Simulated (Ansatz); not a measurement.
Write a Python script for Ansatz 0.2.0 through its Python package that makes a band structure of LaMg₂, space group Fd-3m. Use: PBEsol, PAW, cutoff 320 eV, 6×6×6 k-points, cold smearing of 0.15 eV.

```xyz
6
Lattice="0.0000 4.4050 4.4050 4.4050 0.0000 4.4050 4.4050 4.4050 0.0000" Properties=species:S:1:pos:R:3 pbc="T T T"
La    6.6075    6.6075    6.6075
La    4.4050    4.4050    4.4050
Mg    1.1013    1.1013    1.1013
Mg    1.1013    3.3038    3.3038
Mg    3.3037    3.3037    1.1013
Mg    3.3038    1.1013    3.3037
```

The script, `bands.py`:
```python
"""Bands of LaMg2 along a path through the zone."""

import json

import ansatz as az
from ase import Atoms
import numpy as np


def main() -> None:
    atoms = Atoms(
        ["La", "La", "Mg", "Mg", "Mg", "Mg"],
        scaled_positions=[
            (0.75, 0.75, 0.75),
            (0.5, 0.5, 0.5),
            (0.125, 0.125, 0.125),
            (0.625, 0.125, 0.125),
            (0.125, 0.125, 0.625),
            (0.125, 0.625, 0.125),
        ],
        cell=[
            (0.0, 4.405, 4.405),
            (4.405, 0.0, 4.405),
            (4.405, 4.405, 0.0),
        ],
        pbc=True,
    )
    lamg2 = az.Crystal.from_ase(atoms)

    # vertices of the path, as fractions of the reciprocal vectors
    path = [
        ("K", (0.375, 0.375, 0.75)),
        ("G", (0.0, 0.0, 0.0)),
        ("L", (0.5, 0.5, 0.5)),
        ("W", (0.5, 0.25, 0.75)),
        ("X", (0.5, 0.0, 0.5)),
    ]
    calc = lamg2.calculation()
    calc = calc.functional("pbesol")
    calc = calc.basis(320, xc_grid=2)
    calc = calc.kpoints(6, 6, 6, shift=0.5).occupations("cold", width=0.15)
    calc = calc.mixing("anderson", ndim=6, beta=0.4)
    calc = calc.eigensolver("auto", mixed_precision=False).band_structure([point for _, point in path], intervals=6)
    calc = calc.scf(extra_bands=6)
    planned = calc.session().plan(threads=1)
    facts = planned.describe()
    print("plan:", facts["n_bands"], "bands,", len(facts["kpoints_frac"]), "k-points, plane waves", facts["n_pw_range"], "grid", facts["fft_dense"])
    result = planned.execute()
    r = result.report

    for key in ("converged", "n_iterations", "n_electrons", "n_kpoints", "n_pw", "n_symmetry_ops", "free_energy_ev", "fermi_energy_ev"):
        print(f"{key:18s} {r[key]}")

    keep = ["free_energy_ev", "energy_sigma0_ev", "fermi_energy_ev", "n_iterations", "converged", "magnetization_mub", "n_kpoints"]
    with open("lamg2.json", "w") as handle:
        json.dump({key: r[key] for key in keep}, handle, indent=1)

    bands = result.band_structure()
    fermi = bands.fermi_energy_ev
    print(f"zero of the bands: {fermi:.3f} eV, the Fermi level found on the SCF mesh")
    for spin, channel in enumerate(bands.channels):
        levels = channel.eigenvalues_ev - fermi
        crossing = [b for b in range(levels.shape[1]) if levels[:, b].min() < 0 < levels[:, b].max()]
        print(f"channel {spin}: bands that cross the Fermi level on this path:", [b + 1 for b in crossing] or "none")
        shown = crossing or sorted(np.argsort(np.abs(levels).min(axis=0))[:2])
        for k, row in zip(bands.kpoints_frac, levels[:, shown]):
            print(f"{k[0]:7.3f} {k[1]:7.3f} {k[2]:7.3f}  ", " ".join(f"{e:8.3f}" for e in row))


if __name__ == "__main__":
    main()
```

Running `python bands.py` prints:
```text
DeckWarning: basis.ecutwfc = 320 eV is below the records' recommended 420 eV, and the density's cutoff is lower with it unless basis.ecutrho_ratio is high enough to keep the records' density cutoff: compare with a run at a higher cutoff
DeckWarning: crystal.symmetry: narrowed to the stabiliser of the k-point mesh — unitary ops 48 → 12; excluded 36 operations that carry a point of the 6×6×6 mesh (shift [0.5, 0.5, 0.5]) off the mesh [...]
plan: 37 bands, 28 k-points, plane waves [2199, 2235] grid [40, 40, 40]
converged          True
n_iterations       7
n_electrons        62.0
n_kpoints          28
n_pw               2229
n_symmetry_ops     12
free_energy_ev     -19971.304597206217
fermi_energy_ev    7.566170444009954
zero of the bands: 7.566 eV, the Fermi level found on the SCF mesh
channel 0: bands that cross the Fermi level on this path: [31, 32, 33, 34]
  0.375   0.375   0.750      0.034    0.467    0.575    0.640
  0.313   0.313   0.625      0.111    0.191    0.601    0.714
  0.250   0.250   0.500     -0.096    0.170    0.536    0.542
  0.188   0.188   0.375     -0.295   -0.143    0.325    0.619
  0.125   0.125   0.250     -0.490   -0.440   -0.053    0.384
  0.062   0.062   0.125     -0.588   -0.563   -0.503   -0.208
  0.000   0.000   0.000     -0.880   -0.575   -0.575   -0.574
  0.083   0.083   0.083     -0.679   -0.526   -0.526   -0.351
  0.167   0.167   0.167     -0.557   -0.284   -0.284    0.160
  0.250   0.250   0.250     -0.479    0.024    0.024    0.558
  0.333   0.333   0.333     -0.405    0.307    0.307    0.511
  0.417   0.417   0.417     -0.351    0.192    0.519    0.519
  0.500   0.500   0.500     -0.331    0.021    0.603    0.603
  0.500   0.458   0.542     -0.314   -0.008    0.599    0.621
  0.500   0.417   0.583     -0.247   -0.008    0.592    0.659
  0.500   0.375   0.625     -0.041    0.084    0.593    0.694
  0.500   0.333   0.667      0.192    0.215    0.600    0.702
  0.500   0.292   0.708      0.339    0.349    0.563    0.653
  0.500   0.250   0.750      0.415    0.416    0.562    0.564
  0.500   0.208   0.708      0.412    0.413    0.565    0.567
  0.500   0.167   0.667      0.398    0.399    0.578    0.579
  0.500   0.125   0.625      0.377    0.379    0.594    0.596
  0.500   0.083   0.583      0.359    0.360    0.601    0.602
  0.500   0.042   0.542      0.348    0.349    0.597    0.599
  0.500   0.000   0.500      0.345    0.346    0.594    0.595
```
(Warnings from the package without file and line, shortened.)

File `lamg2.json` afterwards:
```json
{
 "free_energy_ev": -19971.304597206217,
 "energy_sigma0_ev": -19971.30478894398,
 "fermi_energy_ev": 7.566170444009954,
 "n_iterations": 7,
 "converged": true,
 "magnetization_mub": 0.0,
 "n_kpoints": 28
}
```

Caveats:
- The settings weren't tested for convergence.
- The cutoff lies under the one recommended for these potentials.
- The computed bands are complete only to about 1.2 eV above the Fermi level.
- The mesh is modest for a metal, so energies can be off by several to tens of meV an atom and pressures by half a GPa or more; differences at equal mesh fare better.
- An absolute Fermi energy rests on an arbitrary zero of the periodic potential and has no direct meaning.
- The starting cell is as deposited in a crystallographic database; the results hold for this polymorph, which needn't be the stable one.
- Levels are Kohn-Sham eigenvalues on this mesh, without spin-orbit coupling.
- Run time: 10 s on 1 thread of Arm Neoverse V1 (shared host), peak memory 0.47 GiB.

(Lines on the test bed's own set-up are left out of the output.)
